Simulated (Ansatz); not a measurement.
# F₂HSeSi radical: one species, many methods

One table from this session's results is given with a row withheld; the runs are named, their logs left out.

Program: Ansatz 0.2.0, Gaussian basis. Level of theory: functionals in def2-TZVPP, the program's frozen cores in correlated methods. These are calculated values, not measurements.

Levels to be run: LDA (SPW92), PBE-D4, revPBE-D4, BLYP-D4, r2SCAN-D4, B97M-V, PBE0-D4, B3LYP-D4, r2SCANh-D4, r2SCAN0-D4, HSE06-D4, BHLYP-D4, CAM-B3LYP-D4, LC-ωPBE, ωB97X-V, ωB97M-V, B2PLYP, PBE-QIDH; CCSD(T)/def2-SVP; CCSD(T)/def2-TZVPP; CCSD(T)/def2-QZVPP; extrapolation to the limit.

## The relaxed structure

All runs share one geometry, relaxed beforehand with PBE0-D4 in a triple-zeta def2 set.

SMILES `F[Si](F)[SeH]`, 5 atoms, charge 0, spin multiplicity 2.

Atoms are counted from 1 here; the program's logs count them from 0.

Bond lengths: F1–Si2 1.592 Å, Si2–F3 1.593 Å, Si2–Se4 2.279 Å, Se4–H5 1.470 Å. Angles: F1–Si2–F3 106.5°, F1–Si2–Se4 105.2°, F3–Si2–Se4 112.2°, Si2–Se4–H5 90.4°.

Coordinates:

```xyz
5

F     1.59844   -0.72406    1.01022
Si    0.40173   -0.67369   -0.03875
F    -0.82551   -1.42910    0.63994
Se   -0.02168    1.54261   -0.35736
H    -1.10309    1.21054   -1.29535
```

Set-up of the first run:

Input file in.yaml:

```yaml
crystal:
  periodic: [false, false, false]
  atoms:
    - {symbol: F, position_ang: [1.598441, -0.724060, 1.010215]}
    - {symbol: Si, position_ang: [0.401734, -0.673686, -0.038746]}
    - {symbol: F, position_ang: [-0.825506, -1.429102, 0.639939]}
    - {symbol: Se, position_ang: [-0.021681, 1.542606, -0.357359]}
    - {symbol: H, position_ang: [-1.103088, 1.210542, -1.295350]}
basis:
  gaussian: {orbitals: def2-TZVPP}
magnetization: {spin_polarized: true, initial_magnetization: 1}
hamiltonian: {xc: lda}
output: {orbitals: {seedname: orbitals}}
```

Launch:

```bash
$ ansatz run in.yaml --threads 2 --pin off --events-out ev --progress --plain --max-ram 32768MiB --backend cpu
```

Among the steps run: LDA; PBE-D4 (GGA); revPBE-D4 (GGA); BLYP-D4 (GGA); r2SCAN-D4 (meta-GGA); B97M-V (meta-GGA); PBE0-D4 (hybrid); B3LYP-D4 (hybrid); r2SCANh-D4 (hybrid); r2SCAN0-D4 (hybrid); HSE06-D4 (hybrid); BHLYP-D4 (hybrid); CAM-B3LYP-D4 (range-separated); LC-ωPBE (range-separated); ωB97X-V (range-separated); ωB97M-V (range-separated); B2PLYP (double hybrid); PBE-QIDH (double hybrid).

One of the session's tables, all rows but one given; the rest of the session is left out.

It belongs to the step «Frontier levels by functional». 

| functional | HOMO (eV) | LUMO (eV) | gap (eV) |
| --- | --- | --- | --- |
| LDA (SPW92) | -5.61 | -4.45 | 1.16 |
| PBE-D4 | -5.59 | -4.00 | 1.59 |
| revPBE-D4 | -5.56 | -3.83 | 1.72 |
| BLYP-D4 | -5.39 | -4.05 | 1.35 |
| r2SCAN-D4 | -5.98 | -3.55 | 2.43 |
| B97M-V | ? | ? | ? |
| PBE0-D4 | -6.81 | -3.13 | 3.68 |
| B3LYP-D4 | -6.52 | -3.54 | 2.98 |
| r2SCANh-D4 | -6.42 | -3.26 | 3.16 |
| r2SCAN0-D4 | -7.08 | -2.83 | 4.25 |
| HSE06-D4 | -6.41 | -3.50 | 2.91 |
| BHLYP-D4 | -7.84 | -2.39 | 5.46 |
| CAM-B3LYP-D4 | -8.03 | -2.29 | 5.74 |
| LC-ωPBE | -9.42 | -0.83 | 8.59 |
| ωB97X-V | -8.92 | -1.38 | 7.54 |
| ωB97M-V | -8.56 | -1.55 | 7.01 |

Q: Estimate the row for B97M-V from the others.

As computed: HOMO (eV): -5.68; LUMO (eV): -4.05; gap (eV): 1.63. In the column «HOMO (eV)» it lies between r2SCAN-D4 (-5.98) and LDA (SPW92) (-5.61).
